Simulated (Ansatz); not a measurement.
# C5H5NO: vertical ionisation energy

An exercise on one series of results from a longer session: the logs are not shown, and one member is left open.

Program: Ansatz 0.2.0, Gaussian basis. Level of theory: unrestricted cation, the program's frozen cores in correlated methods. These are calculated values, not measurements.

The runs, in order: UKS PBE-D4/def2-TZVPP; UKS r2SCAN-D4/def2-TZVPP; UKS PBE0-D4/def2-TZVPP; UKS B3LYP-D4/def2-TZVPP; UKS wB97X-V/def2-TZVPP; UKS wB97M-V/def2-TZVPP; UKS B2PLYP/def2-TZVPP; UHF-CCSD(T)/def2-TZVPP; UHF-MP2/def2-QZVPP; extrapolation to the limit; then −ε(HOMO) from the neutral's earlier runs with LDA (SPW92), PBE-D4, revPBE-D4, BLYP-D4, r2SCAN-D4, B97M-V, PBE0-D4, B3LYP-D4, r2SCANh-D4, r2SCAN0-D4, HSE06-D4, BHLYP-D4, CAM-B3LYP-D4, LC-ωPBE, ωB97X-V, ωB97M-V.

## The geometry

The geometry comes from an earlier relaxation with PBE0-D4 in a triple-zeta def2 set; it is a stationary point, not always the lowest conformer.

SMILES `O=Cc1ccc[nH]1`, 12 atoms, charge 0, spin multiplicity 1.

Atoms are counted from 1 here; the program's logs count them from 0.

Bond lengths: O1–C2 1.214 Å, C2–C3 1.440 Å, C2–H8 1.107 Å, C3–C4 1.385 Å, C3–N7 1.366 Å, C4–C5 1.404 Å, C4–H9 1.079 Å, C5–C6 1.382 Å, C5–H10 1.078 Å, C6–N7 1.348 Å, C6–H11 1.079 Å, N7–H12 1.006 Å. Angles: O1–C2–C3 123.6°, O1–C2–H8 121.4°, C3–C2–H8 115.0°, C2–C3–C4 131.7°, C2–C3–N7 120.9°, C4–C3–N7 107.4°, C3–C4–C5 107.3°, C3–C4–H9 125.4°, C5–C4–H9 127.3°, C4–C5–C6 107.1°, C4–C5–H10 127.2°, C6–C5–H10 125.7°, C5–C6–N7 108.3°, C5–C6–H11 130.2°, N7–C6–H11 121.5°, C3–N7–C6 109.9°, C3–N7–H12 122.6°, C6–N7–H12 127.6°.

Set-up of the first run:

in.yaml reads:

```yaml
crystal:
  periodic: [false, false, false]
  atoms:
    - {symbol: O, position_ang: [1.225742, -2.515098, -0.615914]}
    - {symbol: C, position_ang: [0.142132, -1.977826, -0.514275]}
    - {symbol: C, position_ang: [-0.031018, -0.594735, -0.154668]}
    - {symbol: C, position_ang: [-1.168316, 0.178988, 0.007489]}
    - {symbol: C, position_ang: [-0.748525, 1.469877, 0.364795]}
    - {symbol: C, position_ang: [0.632712, 1.448996, 0.410912]}
    - {symbol: N, position_ang: [1.047462, 0.205080, 0.097312]}
    - {symbol: H, position_ang: [-0.797449, -2.534787, -0.696892]}
    - {symbol: H, position_ang: [-2.182877, -0.165795, -0.121723]}
    - {symbol: H, position_ang: [-1.371870, 2.325933, 0.568055]}
    - {symbol: H, position_ang: [1.333866, 2.234544, 0.644980]}
    - {symbol: H, position_ang: [1.994839, -0.130476, 0.043928]}
basis:
  gaussian: {orbitals: def2-TZVPP}
total_charge: 1
magnetization: {spin_polarized: true, initial_magnetization: 1}
hamiltonian: {xc: pbe, dispersion: d4}
```

Run with:

```bash
$ ansatz run in.yaml --threads 2 --pin off --events-out ev --progress --plain --max-ram 22528MiB --backend cuda --devices 0, --max-vram 18GiB
```

Among the steps run: Cation, UKS PBE-D4/def2-TZVPP; Cation, UKS r2SCAN-D4/def2-TZVPP; Cation, UKS PBE0-D4/def2-TZVPP; Cation, UKS B3LYP-D4/def2-TZVPP; Cation, UKS wB97X-V/def2-TZVPP; Cation, UKS wB97M-V/def2-TZVPP; Cation, UKS B2PLYP (frozen core)/def2-TZVPP; Cation, UHF-CCSD(T)/def2-TZVPP; Cation, UHF-MP2/def2-QZVPP.

One table of the session follows, with a row left open; its other results are not shown here.

It belongs to the step «Ionisation energies side by side». For comparison, −ε(HOMO) of the neutral from earlier runs:

| functional | −ε(HOMO) (eV) |
| --- | --- |
| LDA (SPW92) | 5.96 |
| PBE-D4 | 5.80 |
| revPBE-D4 | 5.73 |
| BLYP-D4 | 5.71 |
| r2SCAN-D4 | 6.05 |
| B97M-V | ? |
| PBE0-D4 | 6.83 |
| B3LYP-D4 | 6.64 |
| r2SCANh-D4 | 6.41 |
| r2SCAN0-D4 | 6.95 |
| HSE06-D4 | 6.44 |
| BHLYP-D4 | 7.61 |
| CAM-B3LYP-D4 | 8.02 |
| LC-ωPBE | 9.26 |
| ωB97X-V | 8.92 |
| ωB97M-V | 8.84 |

Estimate the missing values for B97M-V.

**Answer.** −ε(HOMO) (eV): 6.00. In the column «−ε(HOMO) (eV)» it lies between LDA (SPW92) (5.96) and r2SCAN-D4 (6.05).

To keep in mind: The cation may have settled in a state other than its lowest; no search over hole states beyond the program's own was made.
